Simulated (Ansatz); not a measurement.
Task: harmonic frequencies at the relaxed geometry of ClCu, with Ansatz 0.2.0, Python API. Give the script and its output. Settings (for the species named): PBE0, def2-TZVP basis, multiplicity 1.

```xyz
2

Cu    0.0000    0.0000    0.0000
Cl    0.0000    0.0000    2.1050
```

`freq_clcu.py`
```python
# -*- coding: utf-8 -*-
'''Harmonic frequencies of ClCu at its relaxed geometry.'''

import ansatz as az
import numpy as np

geometry_ang = [
    ('Cu', (0.0, 0.0, 0.0)),
    ('Cl', (0.0, 0.0, 2.105)),
]
mol = az.Crystal.molecule()
for symbol, xyz in geometry_ang:
    mol = mol.atom(symbol, xyz)

calc = (
    mol.calculation()
    .basis(gaussian='def2-TZVP')
    .functional('PBE0')
)
symbols = [site.symbol for site in mol.cartesian_sites]
start = np.array([site.position_ang for site in mol.cartesian_sites], dtype=float)
r = calc.relax(force_tolerance=0.003).run().report
end = np.array(r['positions_ang'])

print('final positions (A) and the move of each atom')
for symbol, xyz, old in zip(symbols, end, start):
    print(f'{symbol:2s} {xyz[0]:10.5f} {xyz[1]:10.5f} {xyz[2]:10.5f}   {np.linalg.norm(xyz - old):7.4f}')

# same settings at the minimum
minimum = az.Crystal.molecule()
for symbol, place in zip(symbols, end):
    minimum = minimum.atom(symbol, place.tolist())
vibrating = minimum.calculation()
vibrating = vibrating.basis(gaussian='def2-TZVP')
vibrating = vibrating.functional('PBE0').phonons(temperatures=(298.15, 498.15, 100))
vib = vibrating.run().report['vibrations']
sums = vib['harmonic_sums']
modes = [m['omega_inv_cm'] for m in sums['modes_at_gamma'] if m['rigid_motion'] == 'no']
print('frequencies (1/cm):', ' '.join(f'{w:.0f}' for w in modes))
print('imaginary modes:', sum(w < 0 for w in modes), ' zero-point energy:', round(sums['zero_point_energy_ev'], 4), 'eV')
print('T (K)   F_vib (eV)   S_vib (meV/K)   C_vib (meV/K)')
for row in zip(sums['temperatures_k'], sums['vibrational_free_energy_ev'], vib['entropy_ev_per_k'], vib['heat_capacity_ev_per_k']):
    print(f'{row[0]:6.1f} {row[1]:11.4f} {1000 * row[2]:13.4f} {1000 * row[3]:15.4f}')
```

```console
$ python freq_clcu.py
final positions (A) and the move of each atom
Cu   -0.00000    0.00000    0.01443    0.0144
Cl    0.00000   -0.00000    2.09057    0.0144
frequencies (1/cm): 395
imaginary modes: 0  zero-point energy: 0.0245 eV
T (K)   F_vib (eV)   S_vib (meV/K)   C_vib (meV/K)
 298.1      0.0204        0.0425          0.0642
 398.1      0.0151        0.0624          0.0729
 498.1      0.0080        0.0793          0.0774
```

Caveats:
- The frequencies are harmonic and unscaled, in a modest basis.
- The spin state was assumed, and another may lie lower.
- Finished in 35 s on 1 thread of Arm Neoverse V1, on a shared host, peak memory 0.23 GiB.
